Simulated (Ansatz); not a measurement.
# ZnMo3 (Pm-3m) in Ansatz: further runs

The runs below take ZnMo3 through projected density of states, with LDA, PBE, PBEsol.

All numbers are computed with Ansatz 0.2.0; they aren't measurements. Logs are shortened: lines on timing, memory, paths and dates and some standing lists are left out, and cuts for length are marked.

## Step 1: The structure

The structure is cubic, space group Pm-3m (No. 221). The conventional cell has a = 3.943 Å, b = 3.943 Å, c = 3.943 Å, α = 90.00°, β = 90.00°, γ = 90.00°. Around Mo (site symmetry 4/mmm) lie 8 Mo at 2.79 Å and 4 Zn at 2.79 Å. Zn (site symmetry m-3m) has 12 Mo at 2.79 Å as nearest neighbours.

The cell comes from a database or a generator and needn't be the stable form of this composition.

## Step 2: Projected density of states, LDA

The input, input.yaml:

```yaml
crystal:
  lattice:
    - [3.943154, 0.0, 0.0]
    - [0.0, 3.943154, 0.0]
    - [0.0, 0.0, 3.943154]
  atoms:
    - { symbol: Mo, position: [0.5, 0.5, 0.0] }
    - { symbol: Mo, position: [0.5, 0.0, 0.5] }
    - { symbol: Mo, position: [0.0, 0.5, 0.5] }
    - { symbol: Zn, position: [0.0, 0.0, 0.0] }
hamiltonian:
  xc: lda
  pseudopotentials: { kind: paw }
kpoints:
  mp_grid: { grid: [4, 4, 4] }
scf:
  occupations: { method: fermi_dirac, width: 0.05 }
  n_extra_bands: 10
output:
  forces: true
  stress: true
  eigenvalues: true
  dos: { projected: true, de: 0.05, nscf_kmesh: { grid: [6, 6, 6] } }
```

Potentials or basis: Ansatz PAW.

Run with:

```console
$ ansatz run input.yaml --threads 2 --pin off --max-ram 5632MiB --backend cpu --events-out ev --progress --plain --runs-dir out
```

The program printed:

```text
Warning: RAYON_NUM_THREADS=2 ignored (pool sized by the plan → 2); use --threads N
scf.n_extra_bands = 10 over 27 filled bands (N_el = 54.0): the run solves 37 bands
Engine: ansatz 0.2.0, aarch64-unknown-linux-gnu
Pseudopotentials: kind: paw
Pseudopotential: Mo, paw, valence charge 14, recommended cutoff 420 eV (normal), Mo.paw.azcp
Pseudopotential: Zn, paw, valence charge 12, recommended cutoff 420 eV (normal), Zn.paw.azcp
Functional definition: SPW92
  exchange = slater_x
  correlation = pw_c
Crystal: 4 atoms, lattice volume = 61.310 Å³
Basis set: ecut = 420 eV, 1213 PW (Γ)
Bands: 37, of which v1, the nominal top of the filled ones, is band 27 counted from 1 (26 counted from 0)
Symmetry: 48 space group operations
Space group: Pm-3m (ITA 221), of the structure as read, at distance tolerance 3.9e-5 Å
k-points: 10 of 64
Non-local potential: Mo, projectors of the file, l = 0: 3, l = 1: 2, l = 2: 2, l = 3: 1
Non-local potential: Zn, projectors of the file, l = 0: 2, l = 1: 2, l = 2: 3, l = 3: 1
PAW form: soft (Blöchl's): semilocal exchange-correlation on the pseudo side does not see the compensation charge
PAW frozen core: Mo, regenerated for the run's functional, and the local potential with it (the file was generated under x = pbe(κ = 0.804, μ = 0.2195149727645171), c = pbe(β = 0.06672455060314922))
PAW frozen core: Zn, regenerated for the run's functional, and the local potential with it (the file was generated under x = pbe(κ = 0.804, μ = 0.2195149727645171), c = pbe(β = 0.06672455060314922))
PAW one-centre angular grid: Mo, 590 points (default); XC on 64 Gauss nodes
PAW one-centre angular grid: Zn, 590 points (default); XC on 64 Gauss nodes
Initial density: superposition of atomic densities (neutral atoms: chi_scale 0, normalization atom), corrected by the library's trained network
Initial wavefunctions: pseudopotential atomic-orbital guess
Functional: x = slater, c = lda
SCF iter   1: F=—  HF=-17774.066293 eV  |F-HF|=—  |Δ(HF+E_count)|=         —  Δρ=1.07e-2  dr2=2.72e-2  ethr=1.77e-3  ⟨swp⟩=5.6  Hψ=1493  notcnv=0  defer=2
preconditioner: auto → Kerker (q_TF=auto, 2.671 Å⁻¹)  [metal: Δε(μ)=0.107 eV  Ē_g=7.373 eV  σ=0.050 eV  W_gap=0.44  n_scr=18 (ndim 8)  ℏωp=26.0 eV  f_vac=0.000  D(μ)=3.00/eV (n_scr^D=26)]
SCF iter   2: F=—  HF=-17774.060028 eV  |F-HF|=—  |Δ(HF+E_count)|=   6.27e-3  Δρ=5.18e-3  dr2=8.09e-3  ethr=5.03e-5  ⟨swp⟩=2.0  Hψ=649  notcnv=0  defer=7
SCF iter   3: F=—  HF=-17774.057926 eV  |F-HF|=—  |Δ(HF+E_count)|=   2.10e-3  Δρ=2.42e-3  dr2=1.71e-3  ethr=1.50e-5  ⟨swp⟩=2.0  Hψ=509  notcnv=0  defer=7
SCF iter   4: F=—  HF=-17774.057202 eV  |F-HF|=—  |Δ(HF+E_count)|=   7.24e-4  Δρ=4.62e-4  dr2=1.02e-4  ethr=3.16e-6  ⟨swp⟩=2.0  Hψ=416  notcnv=0  defer=7
SCF iter   5: F=—  HF=-17774.057172 eV  |F-HF|=—  |Δ(HF+E_count)|=   2.96e-5  Δρ=8.97e-5  dr2=5.37e-6  ethr=1.89e-7  ⟨swp⟩=2.0  Hψ=427  notcnv=0  defer=7
SCF iter   6: F=—  HF=-17774.057171 eV  |F-HF|=—  |Δ(HF+E_count)|=   1.05e-6  Δρ=1.38e-5  dr2=5.96e-8  ethr=1.85e-10  ⟨swp⟩=7.4  Hψ=1616  notcnv=0
SCF iter   7: F=-17774.057171 eV  HF=-17774.057171 eV  |F-HF|=8.41e-9  |Δ(HF+E_count)|=   4.42e-8  Δρ=6.66e-6  dr2=1.59e-8  ethr=1.10e-10  ⟨swp⟩=4.0  Hψ=1006  notcnv=0
SCF 1 converged in 7 iterations: F = -17774.057171 eV  dr2 = 1.59e-8
NSCF: frozen V_eff on 20 k-points
SCF converged after 7 iterations
Free energy (F): -17774.057171 eV
Harris-Foulkes:  -17774.057171 eV  (|F-HF|=8.41e-9)
Internal energy: -17774.033067 eV  (E = F + TS)
E sigma→0 (E₀):  -17774.045119 eV
Entropy (-TS):   -0.024104 eV (-6.026 meV/atom)
Fermi energy:    18.225007 eV
--- Per-component energies (eV) ---
  E_band       = -127.175276
  E_kinetic    = 1454.538109
  E_local      = -3871.782870  (includes V_loc(G=0)·N_el)
  E_nonlocal   = 1054.202354
  E_hartree    = 1402.750334
  E_xc         = -683.570319
  E_vxc        = -740.356008  (∫ρ·V_xc dr)
  E_paw        = -11017.956580  (= ΣΔE_a)
  E_vpaw       = -829.281026  (= ΣTr[D̂ρ^β])
  E_aug_tail   = -0.000284  (compensation charges beyond the density's cutoff)
  E_ewald      = -6115.189401
  E_core_change = 2.975590  (= ΣΔE_core)
  E_smearing   = -0.024104  (= −TS)
  E_closure    = 0.000000  (closes the sum)
  Σ components = -17774.057171   (vs F -17774.057171, Δ=0.00e0)
--- Forces (eV/Å), atoms counted from 1 ---
  atom   1  Mo     0.00000000    -0.00000000     0.00000000
  atom   2  Mo     0.00000000    -0.00000000    -0.00000000
  atom   3  Mo     0.00000000    -0.00000000    -0.00000000
  atom   4  Zn     0.00000000    -0.00000000    -0.00000000
  max |Σ_I F_I| component: 6.10e-29 eV/Å
--- Stress (GPa, compression-positive) ---
      -13.538621       0.000000       0.000000
       -0.000000     -13.538621       0.000000
        0.000000       0.000000     -13.538621
  P = ⅓ Tr σ = -13.5386 GPa (-135.386 kbar)
--- Band table (eV; the first three rows and the last of 10) ---
  k-point 0: bands = ["-42.5116", "-42.2452", "-42.2452", "-17.0098", "-17.0098", "-17.0098", "-16.4114", "-16.4114", "-16.4114", "-16.0167", "-16.0167", "-16.0167", "10.1028", "10.8260", "10.8260", "10.9548", "10.9548", "10.9548", "12.6889", "14.9783", "14.9783", "14.9783", "15.3365", "15.3365", "19.2956", "19.2956", "19.2956", "20.4521", "20.4521", "20.4521", "20.9940", "20.9940", "22.2546", "22.9892", "22.9892", "22.9892", "26.7421"]
  k-point 1: bands = ["-42.4779", "-42.2793", "-42.2448", "-16.9320", "-16.9320", "-16.8847", "-16.4435", "-16.4435", "-16.4235", "-16.1764", "-16.0709", "-16.0709", "10.7976", "10.9369", "10.9959", "11.0190", "11.0584", "11.0584", "13.3142", "14.8088", "15.0883", "15.3004", "15.3004", "15.9454", "18.0318", "18.0318", "18.8741", "18.8945", "20.0843", "20.4310", "20.4310", "20.8728", "21.3503", "22.9923", "23.8533", "23.8533", "25.8916"]
  k-point 2: bands = ["-42.4231", "-42.3344", "-42.2443", "-16.8239", "-16.8239", "-16.6212", "-16.5076", "-16.5076", "-16.4744", "-16.4355", "-16.1234", "-16.1234", "11.0375", "11.0399", "11.0620", "11.1694", "11.1694", "12.5348", "13.1358", "14.3231", "15.2219", "15.6440", "15.6440", "17.0113", "17.6113", "17.6113", "18.0153", "18.4504", "18.7213", "19.2749", "19.2749", "19.5886", "21.1385", "22.9955", "24.8550", "26.3962", "26.3962"]
  k-point 9: bands = ["-42.3322", "-42.3322", "-42.3322", "-17.3193", "-16.9522", "-16.9522", "-16.9522", "-16.0778", "-16.0778", "-16.0778", "-16.0211", "-16.0211", "10.9195", "10.9195", "10.9195", "11.2431", "11.2431", "11.6973", "14.6956", "14.6956", "14.6956", "17.1660", "17.1660", "17.1660", "18.0736", "18.0736", "18.0736", "19.1120", "19.1120", "19.1120", "20.0247", "20.0653", "20.0653", "22.3366", "22.3366", "22.3366", "24.0961"]
```

Wall time 3.3 s (2 threads of Arm Neoverse N1, shared host); peak memory 0.31 GiB.

What came out:

| Property | Result |
| --- | --- |
| Free energy | -17774.0572 eV |
| Pressure | -13.5 GPa |
| Band gap on the k mesh | none (metal or under the smearing width) |
| Density of states at the Fermi level | 1.91 states/eV per cell |

States per cell in windows of 0.5 eV (zero at the Fermi level; states under -8 eV left out):
```
from (eV)  total  Mo 4d  Zn 3d  Mo 5s  Zn 4s  Mo 4p  Mo 4s
     -8.0   0.63   0.04   0.42   0.11   0.04   0.00   0.01
     -7.5   9.59   0.30   9.07   0.14   0.05   0.01   0.01
     -7.0   0.33   0.05   0.07   0.12   0.08   0.01   0.01
     -6.5   0.84   0.29   0.05   0.19   0.28   0.02   0.01
     -6.0   0.59   0.22   0.02   0.09   0.24   0.01   0.00
     -5.5   0.18   0.14   0.00   0.03   0.01   0.00   0.00
     -5.0   0.85   0.55   0.01   0.24   0.02   0.01   0.01
     -4.5   0.83   0.50   0.01   0.27   0.01   0.01   0.01
     -4.0   1.81   1.39   0.05   0.30   0.03   0.02   0.01
     -3.5   2.97   2.64   0.08   0.18   0.01   0.02   0.00
     -3.0   2.26   2.07   0.05   0.06   0.01   0.02   0.00
     -2.5   2.13   1.89   0.03   0.07   0.03   0.02   0.00
     -2.0   1.96   1.71   0.02   0.11   0.02   0.02   0.00
     -1.5   2.15   1.91   0.01   0.09   0.01   0.01   0.00
     -1.0   1.87   1.61   0.01   0.12   0.01   0.02   0.00
     -0.5   1.11   0.93   0.01   0.10   0.02   0.01   0.00
      0.0   1.40   1.26   0.01   0.08   0.01   0.01   0.00
      0.5   2.37   2.18   0.02   0.10   0.01   0.01   0.00
      1.0   2.36   2.20   0.02   0.06   0.01   0.01   0.00
      1.5   3.06   2.59   0.02   0.27   0.04   0.01   0.00
      2.0   1.69   1.25   0.01   0.11   0.15   0.00   0.00
      2.5   1.27   0.85   0.01   0.11   0.18   0.00   0.00
      3.0   0.69   0.64   0.00   0.01   0.01   0.00   0.00
      3.5   0.79   0.77   0.00   0.00   0.00   0.00   0.00
      4.0   0.48   0.36   0.00   0.01   0.00   0.00   0.00
      4.5   0.52   0.23   0.00   0.07   0.01   0.00   0.00
      5.0   1.34   0.44   0.00   0.37   0.08   0.00   0.02
      5.5   1.08   0.22   0.00   0.29   0.11   0.00   0.01
      6.0   0.64   0.09   0.00   0.12   0.09   0.00   0.01
      6.5   0.65   0.06   0.00   0.12   0.10   0.00   0.01
      7.0   0.73   0.04   0.00   0.16   0.10   0.00   0.01
      7.5   0.58   0.02   0.00   0.10   0.07   0.00   0.00
```

Caveat: the k mesh is coarse (spacing up to 0.40 Å⁻¹), so the values aren't converged; the PAW data sets come from PBE, with cores solved anew for the run's functional, which leaves a small shift of forces and pressure; the density of states is complete only up to the lowest level of the last band computed.

[end of part 1 of 2]
